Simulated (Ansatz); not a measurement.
# CH3BFNS: up Jacob's ladder to CCSD(T)

How much do the methods differ for CH3BFNS? The plan is to run it at one geometry with functionals of several rungs and with coupled cluster, and see how far each lands from CCSD(T) at the basis-set limit for the atomisation energy.

The runs use Ansatz 0.2.0, Gaussian basis; functionals in def2-TZVPP, the program's frozen cores in correlated methods.

The runs, in order: LDA (SPW92), PBE-D4, revPBE-D4, BLYP-D4, r2SCAN-D4, B97M-V, PBE0-D4, B3LYP-D4, r2SCANh-D4, r2SCAN0-D4, HSE06-D4, BHLYP-D4, CAM-B3LYP-D4, LC-ωPBE, ωB97X-V, ωB97M-V, B2PLYP, PBE-QIDH; CCSD(T)/def2-SVP; CCSD(T)/def2-TZVPP; MP2/def2-QZVPP; extrapolation to the limit; RPA on PBE.

### Step 1. The relaxed structure

All runs share one geometry, relaxed beforehand with PBE0-D4 in a triple-zeta def2 set.

SMILES `N=CB(F)S`, 8 atoms, charge 0, spin multiplicity 1.

Atoms are counted from 1 here; the program's logs count them from 0.

Bond lengths: N1–C2 1.271 Å, N1–H6 1.024 Å, C2–B3 1.573 Å, C2–H7 1.096 Å, B3–F4 1.328 Å, B3–S5 1.793 Å, S5–H8 1.343 Å. Angles: C2–N1–H6 110.4°, N1–C2–B3 123.7°, N1–C2–H7 116.3°, B3–C2–H7 120.0°, C2–B3–F4 118.1°, C2–B3–S5 124.2°, F4–B3–S5 117.7°, B3–S5–H8 95.0°.

### Step 2. LDA

This LDA is Slater exchange with PW92 correlation.

File in.yaml:

```yaml
crystal:
  periodic: [false, false, false]
  atoms:
    - {symbol: N, position_ang: [-0.642086, 0.775050, 1.597581]}
    - {symbol: C, position_ang: [0.135792, 0.490770, 0.633933]}
    - {symbol: B, position_ang: [-0.246281, -0.486478, -0.538260]}
    - {symbol: F, position_ang: [-1.454024, -1.038248, -0.524330]}
    - {symbol: S, position_ang: [0.845951, -0.906383, -1.897243]}
    - {symbol: H, position_ang: [-1.533834, 0.282456, 1.493189]}
    - {symbol: H, position_ang: [1.122305, 0.967860, 0.649828]}
    - {symbol: H, position_ang: [1.864278, -0.142127, -1.470396]}
basis:
  gaussian: {orbitals: def2-TZVPP}
hamiltonian: {xc: lda}
output: {orbitals: {seedname: orbitals}}
```

On the command line:

```sh
ansatz run in.yaml --threads 2 --pin off --events-out ev --progress --plain --max-ram 4352MiB
```

Further steps of the session: PBE-D4 (GGA); revPBE-D4 (GGA); BLYP-D4 (GGA); r2SCAN-D4 (meta-GGA); B97M-V (meta-GGA); B3LYP-D4 (hybrid); r2SCANh-D4 (hybrid); r2SCAN0-D4 (hybrid); HSE06-D4 (hybrid); BHLYP-D4 (hybrid); CAM-B3LYP-D4 (range-separated); LC-ωPBE (range-separated); ωB97X-V (range-separated); ωB97M-V (range-separated); B2PLYP (double hybrid); PBE-QIDH (double hybrid); CCSD(T) in def2-SVP; CCSD(T) in def2-TZVPP; MP2 in def2-QZVPP; RPA on PBE orbitals.

Q: Predict the results of all the runs planned. Wanted: atomisation energy, CCSD(T)/CBS; farthest beyond LDA; mean size of error, GGA; mean size of error, meta-GGA; mean size of error, hybrid; mean size of error, range-separated; mean size of error, double hybrid; gap, smallest and largest; T1 diagnostic.

**Answer**, as computed:

| quantity | value |
| --- | --- |
| atomisation energy, CCSD(T)/CBS | 757.4 kcal/mol |
| functionals within 3.8 kcal/mol (0.5 %) | r2SCANh-D4, LC-ωPBE, B2PLYP, PBE-QIDH |
| farthest beyond LDA | PBE-D4 (+32.1 kcal/mol) |
| mean size of error, GGA | 17.4 kcal/mol |
| mean size of error, meta-GGA | 8.5 kcal/mol |
| mean size of error, hybrid | 10.2 kcal/mol |
| mean size of error, range-separated | 5.7 kcal/mol |
| mean size of error, double hybrid | 2.7 kcal/mol |
| gap, smallest and largest | 2.91 eV (LDA (SPW92)), 10.70 eV (LC-ωPBE) |
| T1 diagnostic | 0.0137 |
| triples share of the correlation energy | 4.1 % |

What this shows: The LDA atomisation energy is off by 131.3 kcal/mol (17 %): it overbinds. PBE-D4 is off by +32.1 kcal/mol. Double hybrids carry the basis error of their MP2 part in triple zeta, and no dispersion term here, so their miss is partly the set-up's. Taken by rung, double hybrid functionals do best (2.7 kcal/mol on average) and GGA ones worst beyond LDA (17.4 kcal/mol). Misses under about 3.8 kcal/mol are within the doubt on the reference itself, which lacks core-valence correlation, relativity and higher excitations. Hartree-Fock recovers 71 % of the binding; the rest is correlation. CCSD(T) in def2-SVP is off by -39.9 kcal/mol, so the small basis spoils what the method gains. The gap grows from 2.9 to 10.7 eV across the functionals, mostly with the share of exact exchange. The restricted reference is unstable towards a spin-broken one.
